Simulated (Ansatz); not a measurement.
# GdO: the cost of one run

Program: Ansatz 0.2.0. Level of theory: DFT r²SCAN, scalar-relativistic, plane waves, PAW. These are calculated values, not measurements.

### 1 The starting structure

It takes space group Pm-3m (No. 221, cubic). The conventional cell has a = 2.994 Å, b = 2.994 Å, c = 2.994 Å, α = 90.00°, β = 90.00°, γ = 90.00°. Around Gd (site symmetry m-3m) lie 8 O at 2.59 Å. O (site symmetry m-3m) has 8 Gd at 2.59 Å in its first shell of neighbours.

Structure file:

```cif
data_structure
_symmetry_space_group_name_H-M 'Pm-3m'
_symmetry_Int_Tables_number 221
_cell_length_a 2.9945
_cell_length_b 2.9945
_cell_length_c 2.9945
_cell_angle_alpha 90.000
_cell_angle_beta 90.000
_cell_angle_gamma 90.000
_cell_volume 26.85
loop_
_atom_site_label
_atom_site_type_symbol
_atom_site_symmetry_multiplicity
_atom_site_Wyckoff_symbol
_atom_site_fract_x
_atom_site_fract_y
_atom_site_fract_z
_atom_site_occupancy
Gd1 Gd 1 a 0.00000 0.00000 0.00000 1
O1 O 1 b 0.50000 0.50000 0.50000 1
```

This cell comes from an earlier session at r²SCAN: 13.426 Å³/atom at -0.08 GPa, on a 12×12×12 mesh.

The changes: atom 2 (O) moved 0.02 Å along z; strain e6 = -0.01, atoms carried along; all atoms moved at random (σ = 0.15 Å), cell strained at random (1 %).

### 2 Atom 2 (O) moved 0.02 Å along z

Contents of input.yaml:

```yaml
crystal:
  lattice:
    - [2.9944849749, 0.0, 0.0]
    - [0.0, 2.9944849749, 0.0]
    - [0.0, 0.0, 2.9944849749]
  atoms:
    - { symbol: Gd, position: [0.0, 0.0, 0.0], spin: 7.86 }
    - { symbol: O, position: [0.5, 0.5, 0.5066789448] }
basis:
  ecutwfc: 500
  ecutrho_ratio: 4
kpoints:
  mp_grid: { grid: [12, 12, 12] }
hamiltonian:
  xc: r2scan
scf:
  occupations: { method: gaussian, width: 0.05 }
output:
  forces: true
  stress: true
  eigenvalues: true
  populations: true
  write_density: true
  write_potential: true
  elf: true
  volumetric_format: npy
magnetization:
  spin_polarized: true
checkpoint:
  read: start.run
  write: ck
  compress: false
  write_wavefunctions: false
  write_every: 100000
```

start.run holds the converged state of the cell before the atoms were moved.

On the command line:

```
> ansatz run input.yaml --threads 2 --pin off --max-ram 2662MiB --backend cpu --events-out ev --progress --plain --runs-dir out
```

**Question.** How long does this run take on 2 threads of Arm Neoverse V2, shared host, and how much memory does it need?

About 24 s, with a peak of 0.6 GiB.
